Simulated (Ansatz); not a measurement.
# CMo (triplet): geometry and frequencies at several levels, part 2 of 2

The task, for CMo (triplet): geometry and frequencies at several levels. Spin multiplicity 3.

Ansatz 0.2.0, Gaussian bases. Earlier steps stand in the parts before.

## Step 8: Frequencies, r2SCAN-D4/def2-TZVPP

The input, input.yaml:

```yaml
crystal:
  periodic: [false, false, false]
  atoms:
    - { symbol: C, position_ang: [0.0, 0.0, 0.09773233] }
    - { symbol: Mo, position_ang: [0.0, 0.0, 1.76806767] }
magnetization:
  spin_polarized: true
  initial_magnetization: 2
basis:
  gaussian: { orbitals: def2-TZVPP }
hamiltonian:
  xc: r2scan
  dispersion: d4
phonons: {}
```

Run with:

```bash
$ ansatz run input.yaml --threads 2 --pin off --max-ram 5120MiB --backend cpu --events-out ev --progress --plain --runs-dir out
```

Log, cut to the lines that bear on the results:

```text
Warning: RAYON_NUM_THREADS=2 ignored (pool sized by the plan → 2); use --threads N
[...]
Functional definition: r2SCAN
[...]
479 factors; their error is unknown
[...]
mean field -2888.46182786 eV, -106.1490143043 hartree, gradient 8.6e-7 eV, S^2 2.519805; 13 other end points of the search recorded, 0 dependent functions left out
[...]
reference -2888.46184982 eV, -106.1490151110 hartree; 11, 9 occupied and 76, 78 virtual orbitals, 479 factors
[...]
479 factors; their error is unknown
mean field -2888.46182787 eV, -106.1490143044 hartree, gradient 2.1e-6 eV, S^2 2.519809; 0 other end points of the search recorded, 0 dependent functions left out
[...]
reference -2888.46184982 eV, -106.1490151111 hartree; 11, 9 occupied and 76, 78 virtual orbitals, 479 factors
[...]
479 factors; their error is unknown
[...]
reference -2888.46184982 eV, -106.1490151111 hartree; 11, 9 occupied and 76, 78 virtual orbitals, 479 factors
[...]
479 factors; their error is unknown
[...]
mean field -2888.46170485 eV, -106.1490097837 hartree, gradient 1.9e-6 eV, S^2 2.525236; 0 other end points of the search recorded, 0 dependent functions left out
[...]
reference -2888.46172681 eV, -106.1490105907 hartree; 11, 9 occupied and 76, 78 virtual orbitals, 479 factors
[...]
479 factors; their error is unknown
mean field -2888.46169741 eV, -106.1490095101 hartree, gradient 2.3e-6 eV, S^2 2.514450; 0 other end points of the search recorded, 0 dependent functions left out
[...]
reference -2888.46171935 eV, -106.1490103165 hartree; 11, 9 occupied and 76, 78 virtual orbitals, 479 factors
Total energy: -2888.47067673 eV, -106.1493394939 hartree
Atom 0 at     0.000000     0.000000     0.097732 Å, force     0.000000    -0.000000    -0.000001 eV/Å
Atom 1 at     0.000000     0.000000     1.768068 Å, force    -0.000000     0.000000     0.000001 eV/Å
Dipole moment:     0.000000     0.000000     1.098125 e Å
Vibrations: 1016.40 cm⁻¹, zero-point energy 0.063009 eV
```

Wall time 78 s (2 threads of Intel Xeon at 2.50GHz (Skylake/Cascade Lake), shared host); peak memory 0.23 GiB.

Harmonic frequencies (cm⁻¹; negative: imaginary): 1016.

## Step 9: Relaxation, B3LYP-D4/def2-TZVPP

The input, input.yaml:

```yaml
crystal:
  periodic: [false, false, false]
  atoms:
    - { symbol: C, position_ang: [0.0, 0.0, 0.10766546] }
    - { symbol: Mo, position_ang: [0.0, 0.0, 1.75813454] }
magnetization:
  spin_polarized: true
  initial_magnetization: 2
basis:
  gaussian: { orbitals: def2-TZVPP }
hamiltonian:
  xc: { name: B3LYP }
  dispersion: d4
relax:
  f_tol: 0.002
  max_steps: 150
```

Run with:

```bash
$ ansatz run input.yaml --threads 2 --pin off --max-ram 5120MiB --backend cpu --events-out ev --progress --plain --runs-dir out
```

Log, cut to the lines that bear on the results:

```text
Warning: RAYON_NUM_THREADS=2 ignored (pool sized by the plan → 2); use --threads N
[...]
Functional definition: B3LYP
[...]
542 factors; their error is unknown
[...]
mean field -2888.79514661 eV, -106.1612635424 hartree, gradient 1.1e-5 eV, S^2 2.228069; 6 other end points of the search recorded, 0 dependent functions left out
[...]
reference -2888.79534728 eV, -106.1612709169 hartree; 11, 9 occupied and 76, 78 virtual orbitals, 542 factors
relax step   1: F+E_penalty+E_count = -2888.87571812 eV  Δ(F+E_penalty+E_count) = +0.000e0 eV  max|allowed force component| = 3.729e-1 eV/Å  Δτ_max = 0.0000 Å  (154 SCF iters, accepted)
[...]
relax step   2: F+E_penalty+E_count = -2888.87703228 eV  Δ(F+E_penalty+E_count) = -1.314e-3 eV  max|allowed force component| = 1.433e-1 eV/Å  Δτ_max = 0.0026 Å  (61 SCF iters, accepted)
[...]
relax step   3: F+E_penalty+E_count = -2888.87726484 eV  Δ(F+E_penalty+E_count) = -2.326e-4 eV  max|allowed force component| = 1.912e-3 eV/Å  Δτ_max = 0.0016 Å  (72 SCF iters, accepted)
542 factors; their error is unknown
[...]
mean field -2888.79679256 eV, -106.1613240296 hartree, gradient 1.1e-5 eV, S^2 2.239388; 7 other end points of the search recorded, 0 dependent functions left out
[...]
reference -2888.79699306 eV, -106.1613313979 hartree; 11, 9 occupied and 76, 78 virtual orbitals, 542 factors
Total energy: -2888.87746534 eV, -106.1642886998 hartree
Atom 0 at     0.000000     0.000000     0.103508 Å, force     0.000000    -0.000000    -0.001912 eV/Å
Atom 1 at    -0.000000    -0.000000     1.762292 Å, force    -0.000000     0.000000     0.001912 eV/Å
Dipole moment:     0.000000    -0.000000     1.156480 e Å
```

It took 27 s on 2 threads of Intel Xeon at 2.50GHz (Skylake/Cascade Lake), shared host; peak memory 0.18 GiB.

Step by step:

| step | E - E(step 1) (eV) | largest force component (eV/Å) |
| --- | --- | --- |
| 1 | 0.0000 | 0.3729 |
| 2 | -0.0013 | 0.1433 |
| 3 | -0.0015 | 0.0019 |

Step 1 is the start.

Before: Bond lengths: C1–Mo2 1.650 Å.

After: Bond lengths: C1–Mo2 1.659 Å.

## Step 10: Frequencies, B3LYP-D4/def2-TZVPP

The input, input.yaml:

```yaml
crystal:
  periodic: [false, false, false]
  atoms:
    - { symbol: C, position_ang: [0.0, 0.0, 0.10350831] }
    - { symbol: Mo, position_ang: [0.0, 0.0, 1.76229169] }
magnetization:
  spin_polarized: true
  initial_magnetization: 2
basis:
  gaussian: { orbitals: def2-TZVPP }
hamiltonian:
  xc: { name: B3LYP }
  dispersion: d4
phonons: {}
```

Run with:

```bash
$ ansatz run input.yaml --threads 2 --pin off --max-ram 5120MiB --backend cpu --events-out ev --progress --plain --runs-dir out
```

Log, cut to the lines that bear on the results:

```text
Warning: RAYON_NUM_THREADS=2 ignored (pool sized by the plan → 2); use --threads N
[...]
[... 1 set-up line as earlier in the session ...]
[...]
542 factors; their error is unknown
[...]
mean field -2888.79679256 eV, -106.1613240296 hartree, gradient 1.5e-6 eV, S^2 2.239389; 6 other end points of the search recorded, 0 dependent functions left out
[...]
reference -2888.79699306 eV, -106.1613313979 hartree; 11, 9 occupied and 76, 78 virtual orbitals, 542 factors
[...]
542 factors; their error is unknown
mean field -2888.79679258 eV, -106.1613240306 hartree, gradient 2.5e-6 eV, S^2 2.239391; 0 other end points of the search recorded, 0 dependent functions left out
[...]
reference -2888.79699308 eV, -106.1613313988 hartree; 11, 9 occupied and 76, 78 virtual orbitals, 542 factors
[...]
542 factors; their error is unknown
[...]
reference -2888.79699308 eV, -106.1613313988 hartree; 11, 9 occupied and 76, 78 virtual orbitals, 542 factors
[...]
542 factors; their error is unknown
mean field -2888.79669120 eV, -106.1613203050 hartree, gradient 2.6e-6 eV, S^2 2.242888; 0 other end points of the search recorded, 0 dependent functions left out
[...]
reference -2888.79689165 eV, -106.1613276714 hartree; 11, 9 occupied and 76, 78 virtual orbitals, 542 factors
[...]
542 factors; their error is unknown
[...]
mean field -2888.79662108 eV, -106.1613177280 hartree, gradient 2.3e-6 eV, S^2 2.235934; 0 other end points of the search recorded, 0 dependent functions left out
[...]
reference -2888.79682163 eV, -106.1613250981 hartree; 11, 9 occupied and 76, 78 virtual orbitals, 542 factors
Total energy: -2888.87746534 eV, -106.1642886998 hartree
Atom 0 at     0.000000     0.000000     0.103508 Å, force     0.000000     0.000000    -0.001914 eV/Å
Atom 1 at     0.000000     0.000000     1.762292 Å, force    -0.000000    -0.000000     0.001914 eV/Å
Dipole moment:    -0.000000    -0.000000     1.156480 e Å
Vibrations: 1054.35 cm⁻¹, zero-point energy 0.065361 eV
```

Run time: 38 s. Hardware: 2 threads of Intel Xeon at 2.50GHz (Skylake/Cascade Lake), shared host; peak memory 0.17 GiB.

Harmonic frequencies (cm⁻¹; negative: imaginary): 1054.

## Step 11: Relaxation, B2PLYP/def2-TZVPP

The input, input.yaml:

```yaml
crystal:
  periodic: [false, false, false]
  atoms:
    - { symbol: C, position_ang: [0.0, 0.0, 0.10766546] }
    - { symbol: Mo, position_ang: [0.0, 0.0, 1.75813454] }
magnetization:
  spin_polarized: true
  initial_magnetization: 2
basis:
  gaussian: { orbitals: def2-TZVPP }
hamiltonian:
  xc: { name: B2PLYP }
relax:
  f_tol: 0.002
  max_steps: 150
```

Run with:

```bash
$ ansatz run input.yaml --threads 2 --pin off --max-ram 5120MiB --backend cpu --events-out ev --progress --plain --runs-dir out
```

Log, cut to the lines that bear on the results:

```text
Warning: RAYON_NUM_THREADS=2 ignored (pool sized by the plan → 2); use --threads N
[...]
Functional definition: B2PLYP
[...]
653 factors; integrals over basis functions are off by at most 2.8e-4 eV
[...]
mean field -2879.35700639 eV, -105.8144182867 hartree, gradient 1.6e-6 eV, S^2 2.496428; 8 other end points of the search recorded, 0 dependent functions left out
1 core orbitals not correlated: weight in the atoms' cores, before any rotation towards them, 1.000 or more for the frozen orbitals, at most 0.000 for the correlated occupied ones
reference -2879.35713068 eV, -105.8144228543 hartree; 10, 8 occupied and 76, 78 virtual orbitals, 653 factors
second order -21.12175194 eV of doubles, -0.00000000 eV of singles
[...]
relax step   1: F+E_penalty+E_count = -2885.05987942 eV  Δ(F+E_penalty+E_count) = +0.000e0 eV  max|allowed force component| = 9.266e-1 eV/Å  Δτ_max = 0.0000 Å  (516 SCF iters, accepted)
[...]
relax step   2: F+E_penalty+E_count = -2885.06578787 eV  Δ(F+E_penalty+E_count) = -5.908e-3 eV  max|allowed force component| = 5.680e-4 eV/Å  Δτ_max = 0.0063 Å  (93 SCF iters, accepted)
653 factors; integrals over basis functions are off by at most 2.7e-4 eV
[...]
mean field -2879.34864764 eV, -105.8141111083 hartree, gradient 3.9e-6 eV, S^2 2.444634; 9 other end points of the search recorded, 0 dependent functions left out
1 core orbitals not correlated: weight in the atoms' cores, before any rotation towards them, 1.000 or more for the frozen orbitals, at most 0.000 for the correlated occupied ones
reference -2879.34877223 eV, -105.8141156869 hartree; 10, 8 occupied and 76, 78 virtual orbitals, 653 factors
second order -21.17459342 eV of doubles, -0.00000000 eV of singles
[...]
Total energy: -2885.06591246 eV, -106.0242167149 hartree
Atom 0 at     0.000000    -0.000000     0.114005 Å, force    -0.000000    -0.000000     0.000568 eV/Å
Atom 1 at    -0.000000     0.000000     1.751795 Å, force     0.000000    -0.000000    -0.000568 eV/Å
Dipole moment:    -0.000000    -0.000000     1.186115 e Å
```

Run time: 67 s. Hardware: 2 threads of Intel Xeon at 2.50GHz (Skylake/Cascade Lake), shared host; peak memory 0.26 GiB.

The steps of the relaxation:

| step | energy from step 1 (eV) | largest force component (eV/Å) |
| --- | --- | --- |
| 1 | 0.0000 | 0.9266 |
| 2 | -0.0059 | 0.0006 |

Step 1 is the start.

Before: Bond lengths: C1–Mo2 1.650 Å.

After: Bond lengths: C1–Mo2 1.638 Å.

## Step 12: The levels compared

```tsv
level	C1–Mo2 (Å)	rotational constants (MHz)	dipole (D)	highest frequency (cm⁻¹)	CPU time
PBE0-D4/def2-TZVPP	1.6505	17355	5.58	1061	50 s
PBE-D4/def2-TZVPP	1.6709	16934	5.28	1050	1.7 min
r2SCAN-D4/def2-TZVPP	1.6703	16945	5.27	1016	3 min
B3LYP-D4/def2-TZVPP	1.6588	17182	5.55	1054	50 s
B2PLYP/def2-TZVPP	1.6378	17625	5.70	-	2 min
```

Constants are for the commonest isotopes at the equilibrium geometry; times are CPU times of the relaxations.

## Step 13: Outcome

The summary covers parts 1 to 2.

| quantity | value |
| --- | --- |
| C1–Mo2 at B2PLYP/def2-TZVPP | 1.638 Å |
| frequencies at B3LYP-D4/def2-TZVPP | 1054 cm⁻¹ |

**Reading.** The C1–Mo2 distance spreads over 0.033 Å, from B2PLYP/def2-TZVPP (shortest) to PBE-D4/def2-TZVPP. Against the measured dipole moment of CMo, 6.07 D (Liu, Meijer, Perez-Rios, Phys. Chem. Chem. Phys. 22 (2020) 24191), the calculated 5.70 D is off by -6.1 %. That is B2PLYP/def2-TZVPP. No mode is imaginary, so the geometry is a minimum. <S²> exceeds the pure value by up to 0.52: some mean fields break spin symmetry, which blurs their results. Heavy atoms carry effective core potentials in def2 sets, and spin-orbit coupling is left out.
